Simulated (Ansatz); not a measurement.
Consider the interaction energy of a dimer with the counterpoise correction of SSi (Ansatz's Python interface).

Script `dimer_ssi.py`:
```python
"""Interaction energy of two SSi molecules, with the counterpoise correction."""

import ansatz as az

FIRST = [
    ("Si", (0.0, 0.0, -1.05)),
    ("S", (0.0, 0.0, 1.05)),
]
SECOND = [
    ("Si", (2.009, -0.4073, 3.9081)),
    ("S", (3.3334, 1.1559, 4.3692)),
]

def energy(atoms, ghosts=()):
    molecule = az.Crystal.molecule()
    for symbol, xyz in atoms:
        molecule = molecule.atom(symbol, xyz)
    calc = (
        molecule.calculation()
        .basis(gaussian="cc-pVDZ")
        .functional("pbe0")
    )
    deck = calc.input()
    if ghosts:
        deck = deck.set(az.key.basis.gaussian.ghost_atoms, [{"symbol": s, "position_ang": list(xyz)} for s, xyz in ghosts])
    return az.Session.from_dict(deck).plan().execute().report["free_energy_ev"]


def main() -> None:
    # monomers in their own basis and in the basis of the dimer
    both = energy(FIRST + SECOND)
    alone = energy(FIRST) + energy(SECOND)
    ghosted = energy(FIRST, SECOND) + energy(SECOND, FIRST)
    print(f"dimer {both:.6f} eV")
    print(f"interaction, uncorrected   {23.060548 * (both - alone):8.3f} kcal/mol")
    print(f"interaction, counterpoise  {23.060548 * (both - ghosted):8.3f} kcal/mol")
    print(f"basis-set superposition    {23.060548 * (alone - ghosted):8.3f} kcal/mol")


if __name__ == "__main__":
    main()
```

How large is the interaction at this pose, and how much of it is basis-set superposition?

Uncorrected it is -2.053 kcal/mol, with the counterpoise correction -1.761 kcal/mol; the difference, 0.29 kcal/mol, is the superposition error.

The run itself:

Running `python dimer_ssi.py` prints:
```text
dimer -37411.625083 eV
interaction, uncorrected     -2.053 kcal/mol
interaction, counterpoise    -1.761 kcal/mol
basis-set superposition       0.292 kcal/mol
```

Total energies depend on the basis set; only differences at equal settings carry meaning. The dimer is a generated trial pose of unrelaxed monomers, not a minimum, so the figure is no binding energy, and the basis set is small. This level lacks the dispersion part of the attraction (electrostatics and induction are there), which can decide the sign where the interaction is weak. The spin state was assumed, and another may lie lower. The whole script took 4 s on 1 thread of Intel(R) Xeon(R) 6975P-C (Granite Rapids), with other jobs on the host, peak memory 0.2 GiB.
